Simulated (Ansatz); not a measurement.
**AlClH2SSi: up Jacob's ladder to CCSD(T)**

An exercise on one series of results from a longer session: the logs are not shown, and one member is left open.

Method: functionals in def2-TZVPP, the program's frozen cores in correlated methods; program: Ansatz 0.2.0, Gaussian basis.

Plan: LDA (SPW92), PBE-D4, revPBE-D4, BLYP-D4, r2SCAN-D4, B97M-V, PBE0-D4, B3LYP-D4, r2SCANh-D4, r2SCAN0-D4, HSE06-D4, BHLYP-D4, CAM-B3LYP-D4, LC-ωPBE, ωB97X-V, ωB97M-V, B2PLYP, PBE-QIDH; CCSD(T)/def2-SVP; CCSD(T)/def2-TZVPP; MP2/def2-QZVPP; extrapolation to the limit; RPA on PBE.

## The relaxed structure

All runs share one geometry, relaxed beforehand with PBE0-D4 in a triple-zeta def2 set.

SMILES `Cl[SiH]1[AlH][S]1`, 6 atoms, charge 0, spin multiplicity 1.

Atoms are counted from 1 here; the program's logs count them from 0.

Bond lengths: Cl1–Si2 2.062 Å, Si2–Al3 2.313 Å, Si2–S4 2.178 Å, Si2–H5 1.481 Å, Al3–S4 2.180 Å, Al3–H6 1.572 Å. Angles: Cl1–Si2–Al3 123.9°, Cl1–Si2–S4 113.7°, Cl1–Si2–H5 105.5°, Al3–Si2–S4 58.0°, Al3–Si2–H5 129.8°, S4–Si2–H5 112.3°, Si2–Al3–S4 57.9°, Si2–Al3–H6 165.9°, S4–Al3–H6 136.1°, Si2–S4–Al3 64.1°.

Set-up of the first run:

Input file in.yaml:

```yaml
crystal:
  periodic: [false, false, false]
  atoms:
    - {symbol: Cl, position_ang: [-2.456503, -0.326337, -0.807496]}
    - {symbol: Si, position_ang: [-0.512616, 0.340723, -0.644447]}
    - {symbol: Al, position_ang: [0.832967, -0.046158, 1.196377]}
    - {symbol: S, position_ang: [0.961534, -1.262458, -0.608191]}
    - {symbol: H, position_ang: [-0.313405, 1.262262, -1.787142]}
    - {symbol: H, position_ang: [1.530122, -0.031932, 2.604799]}
basis:
  gaussian: {orbitals: def2-TZVPP}
hamiltonian: {xc: lda}
output: {orbitals: {seedname: orbitals}}
```

Command:

```bash
$ ansatz run in.yaml --threads 2 --pin off --events-out ev --progress --plain --max-ram 4352MiB
```

Among the steps run: LDA; PBE-D4 (GGA); revPBE-D4 (GGA); BLYP-D4 (GGA); r2SCAN-D4 (meta-GGA); B97M-V (meta-GGA); PBE0-D4 (hybrid); B3LYP-D4 (hybrid); r2SCANh-D4 (hybrid); r2SCAN0-D4 (hybrid); HSE06-D4 (hybrid); BHLYP-D4 (hybrid); CAM-B3LYP-D4 (range-separated); LC-ωPBE (range-separated); ωB97X-V (range-separated); ωB97M-V (range-separated); B2PLYP (double hybrid); PBE-QIDH (double hybrid).

One of the session's tables, all rows but one given; the rest of the session is left out.

It belongs to the step «Frontier levels by functional». 

| functional | HOMO (eV) | LUMO (eV) | gap (eV) |
| --- | --- | --- | --- |
| LDA (SPW92) | -5.90 | -2.98 | 2.91 |
| PBE-D4 | -5.79 | -2.77 | 3.01 |
| revPBE-D4 | -5.74 | -2.69 | 3.05 |
| BLYP-D4 | -5.62 | -2.60 | 3.02 |
| r2SCAN-D4 | -5.99 | -2.58 | 3.42 |
| B97M-V | -6.01 | -2.66 | 3.35 |
| PBE0-D4 | -6.78 | -2.05 | 4.74 |
| B3LYP-D4 | -6.59 | -2.19 | 4.39 |
| r2SCANh-D4 | -6.36 | -2.32 | 4.04 |
| r2SCAN0-D4 | -6.91 | -1.93 | 4.98 |
| HSE06-D4 | ? | ? | ? |
| BHLYP-D4 | -7.66 | -1.22 | 6.44 |
| CAM-B3LYP-D4 | -7.96 | -1.05 | 6.92 |
| LC-ωPBE | -9.21 | -0.06 | 9.16 |
| ωB97X-V | -8.91 | -0.13 | 8.78 |
| ωB97M-V | -8.69 | -0.34 | 8.36 |

**Question.** Estimate the row for HSE06-D4.

As computed: HOMO (eV): -6.40; LUMO (eV): -2.42; gap (eV): 3.98. In the column «HOMO (eV)» it lies between B3LYP-D4 (-6.59) and r2SCANh-D4 (-6.36).
